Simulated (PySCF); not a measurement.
# CH9OPSiSn: the cost of one run

Programs: PySCF 2.14.0, with routines of our own; each step states its level. All values are computed. Atoms count from 0.

### 1 The starting structure

14 atoms, charge 0, multiplicity 1; geometry from: GFN2-xTB.

### 2 Optimising the geometry at PBE0-D3(BJ)/def2-SVP

The job: settings as JSON, then the geometry in Å.

```
{"job": {"xc": "PBE0", "basis": "def2-SVP", "d3": "d3bj", "grid": 1, "maxiter": 30, "shake": 0.01, "kind": "geom"}, "charge": 0, "multiplicity": 1}
C     -2.692090    -0.443530     0.114210
Si    -1.050070    -0.472990    -0.767690
O     -0.109660     0.567540    -0.015820
Sn     1.778250     1.320080     0.074700
P      2.999240    -0.692040     0.793870
H     -3.130620     0.589440     0.102890
H     -3.408400    -1.077490    -0.385910
H     -2.610650    -0.730140     1.138770
H     -1.153770    -0.095080    -2.159510
H     -0.446020    -1.811850    -0.678930
H      1.856700     2.138030    -1.422650
H      1.447310     2.535590     1.229830
H      2.390940    -1.434160    -0.220380
H      4.121690    -0.408490     0.049490
```

Launch:

```console
$ OMP_NUM_THREADS=1 python heavy_run.py task.json out
```

The driver reads the jobs from task.json and runs them one after another.

Q: Estimate the wall time and peak memory of this first job on 1 thread of Intel Xeon at 2.60GHz, shared host.

About 3.5 min, with a peak of 0.53 GiB.
